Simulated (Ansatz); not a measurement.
# CH5AlFNS: two torsions

A grid of calculations on CH5AlFNS, SMILES FC[NH][AlH][SH], to see where the energy is lowest and how it rises around there.

The runs use Ansatz 0.2.0; RKS PBE0-D4/def2-SVP.

### Step 1. Where the work starts

10 atoms, charge 0, spin multiplicity 1.

Atoms are counted from 1 here; the program's logs count them from 0.

Bond lengths: F1–C2 1.405 Å, C2–N3 1.420 Å, C2–H6 1.114 Å, C2–H7 1.114 Å, N3–Al4 1.802 Å, N3–H8 1.025 Å, Al4–S5 2.201 Å, Al4–H9 1.589 Å, S5–H10 1.363 Å. Angles: F1–C2–N3 112.7°, F1–C2–H6 106.4°, F1–C2–H7 107.0°, N3–C2–H6 111.8°, N3–C2–H7 109.8°, H6–C2–H7 108.9°, C2–N3–Al4 125.1°, C2–N3–H8 112.6°, Al4–N3–H8 120.8°, N3–Al4–S5 116.7°, N3–Al4–H9 119.3°, S5–Al4–H9 124.0°, Al4–S5–H10 92.5°.

Geometry (Å):

```mol
CH5AlFNS
  3D, bonds by distance, orders not assigned

 10  9  0  0  0  0  0  0  0  0999 V2000
   -1.0079   -2.1625    0.8519 F   0  0
    0.2377   -1.6493    0.4523 C   0  0
    0.1176   -0.5651   -0.4569 N   0  0
   -0.0235    1.1690    0.0130 Al  0  0
   -0.5588    2.5847   -1.5846 S   0  0
    0.8011   -2.5017    0.0072 H   0  0
    0.7626   -1.3117    1.3749 H   0  0
   -0.1172   -0.8719   -1.4068 H   0  0
    0.3078    1.5983    1.5067 H   0  0
   -0.4362    3.6590   -0.7548 H   0  0
  1  2  8  0
  2  3  8  0
  2  6  8  0
  2  7  8  0
  3  4  8  0
  3  8  8  0
  4  5  8  0
  4  9  8  0
  5 10  8  0
M  END
```

This geometry comes from a loose relaxation at PBE in a small basis, which is not shown.

### Step 3. Plan of the scan

The axes are (1) dihedral N3–Al4–S5–H10: 18 values from −180 to 160 °, periodic; (2) dihedral F1–C2–N3–Al4: 18 values from −180 to 160 °, periodic.

Nothing else is relaxed (all other coordinates rigid). Energies count from the relaxed molecule at the same level. Points are written as (first, second).

(The set-up runs are not shown.)

### Step 4. Point (0°, 140°)

Input file input.yaml:

```yaml
crystal:
  periodic: [false, false, false]
  atoms:
    - { symbol: F, position_ang: [-0.991183, -2.139284, 0.854108] }
    - { symbol: C, position_ang: [0.237372, -1.64371, 0.449275] }
    - { symbol: "N", position_ang: [0.114496, -0.56251, -0.44964] }
    - { symbol: Al, position_ang: [1.133881, 0.906954, -0.445412] }
    - { symbol: S, position_ang: [0.492256, 2.553485, -1.732722] }
    - { symbol: H, position_ang: [0.78466, -2.490073, -0.001773] }
    - { symbol: H, position_ang: [0.76927, -1.319793, 1.360761] }
    - { symbol: H, position_ang: [-0.75775, -0.58474, -0.970794] }
    - { symbol: H, position_ang: [2.460776, 0.936751, 0.409114] }
    - { symbol: H, position_ang: [-0.591205, 1.882502, -2.182267] }
basis:
  gaussian: { orbitals: def2-SVP }
hamiltonian:
  xc: pbe0
  dispersion: d4
output:
  forces: true
```

The run is started by

```console
ansatz run input.yaml --threads 1 --pin off --max-ram 2560MiB --backend cpu --events-out ev --progress --plain --runs-dir out
```

Further runs follow: the other points that were computed.

What does the calculation give? Wanted: lowest point; highest computed point; dipole moment.

The runs gave:

| quantity | value |
| --- | --- |
| lowest point | (−180°, 80°), 0.7 kJ/mol |
| highest computed point | (−80°, 160°), 49.1 kJ/mol above the lowest |
| dipole moment (D) | 0.22 at (−20°, −180°) to 3.22 at (20°, −20°); 1.39 at the lowest point |
| time for the whole task | 26 min on 1 thread, shared host |

The lowest computed point is at (−180°, 80°), 0.7 kJ/mol from the relaxed molecule at the same level. There are further wells near (0°, 80°) (2.8 kJ/mol above the lowest at that grid point); (−180°, −120°) (4.9 kJ/mol above the lowest at that grid point); (0°, −120°) (7.6 kJ/mol above the lowest at that grid point). The highest computed point, (−80°, 160°), lies 49.1 kJ/mol above the lowest. On the interpolated surface the easiest way out of the lowest well to the well at (0°, 80°) passes a barrier of about 17 kJ/mol. Round the minimum the two coordinates are nearly uncoupled.
